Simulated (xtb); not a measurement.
**AlSiH4TeF (SMILES [F][Al]([SiH3])[TeH]) at 3 levels**

Aim: a comparison of 3 runs (GFN-FF, GFN2-xTB, GFN1-xTB) of AlSiH4TeF. 

Program for the calculation: xtb 6.7.1.

1 further run of the same task is left out (set aside as unsound or not needed).

**1. The structure to begin with**

The species is AlSiH4TeF (8 atoms), meant as a singlet with charge 0. As SMILES, `[F][Al]([SiH3])[TeH]`. Geometry: optimised at GFN2-xTB. This is one conformer, not always the lowest.

Bond lengths: F1–Al2 1.663 Å, Al2–Si3 2.418 Å, Al2–Te4 2.532 Å, Si3–H5 1.480 Å, Si3–H6 1.476 Å, Si3–H7 1.479 Å, Te4–H8 1.650 Å. Angles: F1–Al2–Si3 117.0°, F1–Al2–Te4 113.1°, Si3–Al2–Te4 129.9°, Al2–Si3–H5 112.3°, Al2–Si3–H6 114.0°, Al2–Si3–H7 114.0°, Al2–Te4–H8 85.5°, H5–Si3–H6 105.6°, H5–Si3–H7 104.6°, H6–Si3–H7 105.5°.

**2. Energy and forces at GFN-FF (run 1)**

File xtb.inp:

```
$chrg 0
$spin 0
$end
```

File start.xyz:

```xyz
8

F     -1.10141100     0.22607800     2.39662700
Al    -0.63922500    -0.35713100     0.90955800
Si     0.79571700     1.05786200    -0.42705500
Te    -1.58755700    -2.64905700     0.40218800
H      0.49035600     0.96226900    -1.87192600
H      0.70180600     2.49315000    -0.09576000
H      2.23253300     0.72271700    -0.32774400
H     -0.80002000    -2.51308800    -1.04178900
```

The run is started by

```bash
xtb start.xyz --grad --gff --input xtb.inp --parallel 1 > out.txt
```

Log:

```text
* xtb version 6.7.1
[...]
         ::                     SUMMARY                     ::
         :::::::::::::::::::::::::::::::::::::::::::::::::::::
         :: total energy              -0.580134582325 Eh    ::
         :: gradient norm              0.034112541078 Eh/a0 ::
         ::.................................................::
         :: bond energy               -0.584054659698 Eh    ::
         :: angle energy               0.007409629742 Eh    ::
         :: torsion energy             0.000042632456 Eh    ::
         :: repulsion energy           0.032593903231 Eh    ::
         :: electrostat energy        -0.032333184596 Eh    ::
         :: dispersion energy         -0.003776977766 Eh    ::
         :: HB energy                  0.000000000000 Eh    ::
         :: XB energy                  0.000000000000 Eh    ::
         :: bonded atm energy         -0.000015925693 Eh    ::
         :: external energy            0.000000000000 Eh    ::
         :: add. restraining           0.000000000000 Eh    ::
         :: total charge              -0.000000000000 e     ::
[...]
molecular dipole:
                 x           y           z       tot (Debye)
 q only:        0.512      -0.213      -1.215       3.396
           -------------------------------------------------
          | TOTAL ENERGY               -0.580134582325 Eh   |
          | GRADIENT NORM               0.034112541078 Eh/α |
           -------------------------------------------------
########################################################################
[WARNING] Runtime exception occurred
-1- gfnff_setup: Could not read topology file.
########################################################################
[...]
```

Standard error:

```text
normal termination of xtb
```

It took 0.014 s on 1 thread of Arm Neoverse V1, shared host.

**3. Energy and gradient at GFN2-xTB (run 2)**

File geom.xyz:

```xyz
8

F     -1.10141100     0.22607800     2.39662700
Al    -0.63922500    -0.35713100     0.90955800
Si     0.79571700     1.05786200    -0.42705500
Te    -1.58755700    -2.64905700     0.40218800
H      0.49035600     0.96226900    -1.87192600
H      0.70180600     2.49315000    -0.09576000
H      2.23253300     0.72271700    -0.32774400
H     -0.80002000    -2.51308800    -1.04178900
```

The run is started by

```bash
xtb geom.xyz --gfn2 --grad | tee xtb.out
```

Log:

```text
* xtb version 6.7.1
[...]
          :  # basis functions                  38          :
[...]
          :  # electrons                        24          :
[...]
          :  Hamiltonian                  GFN2-xTB          :
[...]
          :  net charge                          0          :
          :  unpaired electrons                  0          :
[...]
   *** convergence criteria satisfied after 14 iterations ***
[...]
         ::                     SUMMARY                     ::
         :::::::::::::::::::::::::::::::::::::::::::::::::::::
         :: total energy             -12.760317063391 Eh    ::
         :: gradient norm              0.000816313322 Eh/a0 ::
         :: HOMO-LUMO gap              3.193924272051 eV    ::
         ::.................................................::
         :: SCC energy               -12.818945209541 Eh    ::
         :: -> isotropic ES            0.039022224725 Eh    ::
         :: -> anisotropic ES          0.001259022787 Eh    ::
         :: -> anisotropic XC         -0.000822234573 Eh    ::
         :: -> dispersion             -0.005090761283 Eh    ::
         :: repulsion energy           0.058628146150 Eh    ::
         :: add. restraining           0.000000000000 Eh    ::
         :: total charge               0.000000000000 e     ::
         :::::::::::::::::::::::::::::::::::::::::::::::::::::
[...]
        12        2.0000           -0.3529415              -9.6040 (HOMO)
        13                         -0.2355670              -6.4101 (LUMO)
[...]
     #   Z          covCN         q      C6AA      α(0)
     1   9          0.672    -0.283    12.153     4.115
     2  13          2.465     0.273    98.907    20.522
     3  14          3.642     0.371   100.828    19.256
     4  52          1.844    -0.021   423.204    38.024
     5   1          0.913    -0.121     6.362     3.945
     6   1          0.915    -0.105     5.757     3.753
     7   1          0.914    -0.112     6.025     3.839
     8   1          0.950    -0.000     3.057     2.733
[...]
molecular dipole:
                 x           y           z       tot (Debye)
 q only:        0.157      -0.325      -0.614
   full:        0.191      -0.053      -0.412       1.162
molecular quadrupole (traceless):
[...]
          | TOTAL ENERGY              -12.760317063391 Eh   |
          | GRADIENT NORM               0.000816313322 Eh/α |
          | HOMO-LUMO GAP               3.193924272051 eV   |
           -------------------------------------------------
[...]
```

Standard error:

```text
normal termination of xtb
```

Run time: 0.026 s. Hardware: 1 thread of Arm Neoverse V1, shared host.

**4. Energy and gradient at GFN1-xTB (run 3)**

File .CHRG:

```
0
```

File .UHF:

```
0
```

File geom.xyz:

```xyz
8
start
F     -1.10141     0.22608     2.39663
Al    -0.63923    -0.35713     0.90956
Si     0.79572     1.05786    -0.42706
Te    -1.58756    -2.64906     0.40219
H      0.49036     0.96227    -1.87193
H      0.70181     2.49315    -0.09576
H      2.23253     0.72272    -0.32774
H     -0.80002    -2.51309    -1.04179
```

The run is started by

```bash
xtb geom.xyz --gfn 1 --json --grad > xtb.out 2> xtb.err
```

Log:

```text
* xtb version 6.7.1
[...]
          :  # basis functions                  42          :
[...]
          :  # electrons                        24          :
[...]
          :  Hamiltonian                  GFN1-xTB          :
[...]
          :  net charge                          0          :
          :  unpaired electrons                  0          :
[...]
   *** convergence criteria satisfied after 10 iterations ***
[...]
         ::                     SUMMARY                     ::
         :::::::::::::::::::::::::::::::::::::::::::::::::::::
         :: total energy             -14.341029715998 Eh    ::
         :: gradient norm              0.024095220935 Eh/a0 ::
         :: HOMO-LUMO gap              3.843945092608 eV    ::
         ::.................................................::
         :: SCC energy               -14.388818219547 Eh    ::
         :: -> electrostatic           0.036895196012 Eh    ::
         :: repulsion energy           0.050542545126 Eh    ::
         :: dispersion energy         -0.002754041578 Eh    ::
         :: halogen bond corr.         0.000000000000 Eh    ::
         :: add. restraining           0.000000000000 Eh    ::
         :: total charge              -0.000000000000 e     ::
         :::::::::::::::::::::::::::::::::::::::::::::::::::::
[...]
        12        2.0000           -0.3911784             -10.6445 (HOMO)
        13                         -0.2499160              -6.8006 (LUMO)
[...]
     #   Z sym  total        # sym  WBO       # sym  WBO       # sym  WBO
 ---------------------------------------------------------------------------
     1   9      1.107 --     2      1.031
     2  13      3.343 --     4      1.193     1      1.031     3      0.863
     3  14      3.744 --     6      0.887     5      0.886     7      0.884
                             2      0.863     4      0.182
     4  52      2.328 --     2      1.193     8      0.913     3      0.182
     5   1      0.989 --     3      0.886
     6   1      0.972 --     3      0.887
     7   1      0.990 --     3      0.884
     8   1      0.999 --     4      0.913
 ---------------------------------------------------------------------------
[...]
          | TOTAL ENERGY              -14.341029715998 Eh   |
          | GRADIENT NORM               0.024095220935 Eh/α |
          | HOMO-LUMO GAP               3.843945092608 eV   |
           -------------------------------------------------
[...]
```

Standard error:

```text
normal termination of xtb
```

It took 0.026 s on 1 thread of Arm Neoverse V1, shared host.

**5. Overview of the runs**

| run | level | energy (Eh) | dipole moment (D) | dispersion energy (kJ/mol) | largest force (eV/Å) | wall time |
| --- | --- | --- | --- | --- | --- | --- |
| 1 | GFN-FF | -0.580135 | 3.40 | -9.92 | 1.016 | 0.014 s |
| 2 | GFN2-xTB | -12.760317 | 1.16 | -13.37 | 0.032 | 0.026 s |
| 3 | GFN1-xTB | -14.341030 | 2.39 | -7.23 | 0.812 | 0.026 s |

**6. Summary of results**

| quantity | value |
| --- | --- |
| run 3: total energy | -14.34103 Eh |
| run 3: dipole moment | 2.39 D |
| run 3: HOMO energy | -10.64 eV |
| run 3: LUMO energy | -6.80 eV |
| run 3: HOMO–LUMO gap | 3.84 eV |
| run 3: dispersion energy | -7.23 kJ/mol |
| run 3: largest force on an atom | 0.812 eV/Å |

**Reading.** The dipole moment (its size) runs from 1.16 D (GFN2-xTB) to 3.40 D (GFN-FF). Force-field and semi-empirical energies have zeros of their own, so their totals don't compare. All runs together took 0.066 s, the longest 0.026 s.
